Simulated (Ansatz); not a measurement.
**GeSiH6O (SMILES [SiH3][O][GeH3]): SVWN5/def2-SVP**

Aim: the vertical singlet–triplet gap of GeSiH6O at SVWN5/def2-SVP, from 2 runs. 

Program for the calculation: Ansatz 0.2.0.

75 further runs of the same task are left out: 75 set aside as unsound or not needed.

### Step 1. The system as given

GeSiH6O has 9 atoms, charge 0, and is taken as a singlet. As SMILES, `[SiH3][O][GeH3]`. The coordinates come from a PBE0-D4/def2-TZVP relaxation.

Bond lengths: Si1–O2 1.633 Å, O2–Ge3 1.776 Å, Si1–H4 1.490 Å, Si1–H5 1.484 Å, Si1–H6 1.490 Å, Ge3–H7 1.532 Å, Ge3–H8 1.538 Å, Ge3–H9 1.538 Å. Some angles: Si1–O2–Ge3 134.7°, O2–Si1–H4 111.0°, O2–Si1–H5 108.2°, O2–Si1–H6 111.0°, O2–Ge3–H7 105.5°, O2–Ge3–H8 108.4°, O2–Ge3–H9 108.4°, H4–Si1–H5 109.4°, H4–Si1–H6 107.8°, H5–Si1–H6 109.4°.

### Step 2. The energy at SVWN5/def2-SVP

Contents of job.yaml:

```yaml
crystal:
  periodic: [false, false, false]
  atoms:
    - symbol: Si
      position_ang: [-0.686600, 1.033100, -0.921400]
    - symbol: O
      position_ang: [0.592700, 0.201900, -0.339400]
    - symbol: Ge
      position_ang: [0.809800, -1.049500, 0.901700]
    - symbol: H
      position_ang: [-1.697500, 0.113200, -1.514500]
    - symbol: H
      position_ang: [-0.195800, 1.964800, -1.966700]
    - symbol: H
      position_ang: [-1.355600, 1.810800, 0.159300]
    - symbol: H
      position_ang: [2.310800, -1.355600, 0.917000]
    - symbol: H
      position_ang: [-0.018800, -2.280500, 0.498400]
    - symbol: H
      position_ang: [0.329300, -0.484400, 2.248700]
basis:
  gaussian: {orbitals: def2-SVP}
magnetization: {spin_polarized: false}
hamiltonian: {xc: {name: SVWN5}}
accuracy: high
output: {orbitals: {seedname: orbitals}}
```

Run with:

```
$ ansatz run job.yaml --threads 1 --pin off --max-ram 3480MiB --events-out events.jsonl --progress --plain --runs-dir runs
```

Output:

```text
Warning: RAYON_NUM_THREADS=1 ignored (pool sized by the plan → 1); use --threads N
Functional definition: SVWN5
  name "SVWN5"
  exchange = slater_x
  correlation = vwn5_c
2026 factors; integrals over basis functions are off by at most 1.0e-8 eV
mean field evaluation 1: about -66391.0690 eV, gradient 5.9e1 eV
mean field evaluation 2: about -66348.8437 eV, gradient 1.5e2 eV
mean field evaluation 4: about -66396.8772 eV, gradient 9.0e0 eV
mean field evaluation 8: about -66396.9685 eV, gradient 2.8e-1 eV
mean field evaluation 16: about -66396.9687 eV, gradient 3.3e-5 eV
mean field -66396.96868372 eV, -2440.0435936448 hartree, gradient 2.2e-8 eV, S^2 0.000000; 0 other end points of the search recorded, 0 dependent functions left out
reference -66396.96868724 eV, -2440.0435937744 hartree; 30, 30 occupied and 64, 64 virtual orbitals, 2026 factors
Total energy: -66396.96868724 eV, -2440.0435937744 hartree
```

It took 2.8 s on 1 thread of Intel Xeon 6975P-C (Granite Rapids), shared host; peak memory 0.25 GiB.

### Step 3. The triplet

Contents of run.yaml:

```yaml
basis:
  gaussian:
    orbitals: def2-SVP
crystal:
  periodic: [false, false, false]
  atoms:
    - {symbol: Si, position_ang: [-0.686600, 1.033100, -0.921400]}
    - {symbol: O, position_ang: [0.592700, 0.201900, -0.339400]}
    - {symbol: Ge, position_ang: [0.809800, -1.049500, 0.901700]}
    - {symbol: H, position_ang: [-1.697500, 0.113200, -1.514500]}
    - {symbol: H, position_ang: [-0.195800, 1.964800, -1.966700]}
    - {symbol: H, position_ang: [-1.355600, 1.810800, 0.159300]}
    - {symbol: H, position_ang: [2.310800, -1.355600, 0.917000]}
    - {symbol: H, position_ang: [-0.018800, -2.280500, 0.498400]}
    - {symbol: H, position_ang: [0.329300, -0.484400, 2.248700]}
magnetization:
  spin_polarized: true
  initial_magnetization: 2
accuracy: high
hamiltonian:
  xc: {name: SVWN5}
output: {orbitals: {seedname: orbitals}}
```

Run with:

```
$ ansatz run run.yaml --threads 1 --pin off --max-ram 3480MiB --events-out events.jsonl --progress --plain --runs-dir runs
```

Output:

```text
Warning: RAYON_NUM_THREADS=1 ignored (pool sized by the plan → 1); use --threads N
[... 4 set-up lines as earlier in the session ...]
2026 factors; integrals over basis functions are off by at most 1.0e-8 eV
mean field evaluation 1: about -66384.8871 eV, gradient 4.1e1 eV
mean field evaluation 2: about -66316.9387 eV, gradient 1.2e2 eV
mean field evaluation 4: about -66389.3571 eV, gradient 1.8e1 eV
mean field evaluation 8: about -66391.0519 eV, gradient 1.2e0 eV
mean field evaluation 16: about -66391.0645 eV, gradient 8.5e-4 eV
mean field evaluation 32: about -66388.3681 eV, gradient 1.5e1 eV
mean field evaluation 64: about -66388.5089 eV, gradient 2.2e0 eV
mean field -66391.06454390 eV, -2439.8266205085 hartree, gradient 6.0e-8 eV, S^2 2.001951; 6 other end points of the search recorded, 0 dependent functions left out
reference -66391.06454747 eV, -2439.8266206396 hartree; 31, 29 occupied and 63, 65 virtual orbitals, 2026 factors
Total energy: -66391.06454747 eV, -2439.8266206396 hartree
```

Wall time 6.6 s (1 thread of Intel Xeon 6975P-C (Granite Rapids), shared host); peak memory 0.3 GiB.

### Step 4. Outcome

Level: SVWN5/def2-SVP.

```
                                        quantity           value
                           singlet: total energy  -2440.04359 Eh
                            singlet: HOMO energy        -6.93 eV
                            singlet: LUMO energy        -1.07 eV
                          singlet: HOMO–LUMO gap         5.85 eV
                           triplet: total energy  -2439.82662 Eh
     triplet: HOMO energy (highest over α and β)        -1.59 eV
                                   triplet: ⟨S²⟩           2.002
vertical energy of the triplet above the singlet        5.904 eV
```

In words: At this shape the triplet lies 5.90 eV (136 kcal/mol) above the singlet.
